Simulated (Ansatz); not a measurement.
The system is Ga3Se.

```xyz
4
Lattice="4.4325 0.0000 0.0000 0.0000 4.4325 0.0000 0.0000 0.0000 4.4325" Properties=species:S:1:pos:R:3 pbc="T T T"
Se    0.0000    0.0000    0.0000
Ga    2.2162    2.2162    0.0000
Ga    2.2162    0.0000    2.2162
Ga    0.0000    2.2162    2.2162
```

The cell comes from a database or a generator and needn't be the stable form of this composition.

Program: Ansatz 0.2.0. Alike in all runs: task projected density of states; potentials or basis Ansatz PAW; no spin polarisation; cell as given; k mesh 4 × 4 × 4; smearing fermi-dirac 0.05 eV. Hardware: 2 threads of Arm Neoverse V1, on a shared host.

Q: Order these runs on this cell by their wall time, lowest first.
A. level revPBE; cutoff (eV) 420
B. level r2SCAN; cutoff (eV) 500
C. level HSE06; cutoff (eV) 420

A: A (2.9 s), B (6.6 s), C (33 s).

Runs at the PBE level aren't shown here.
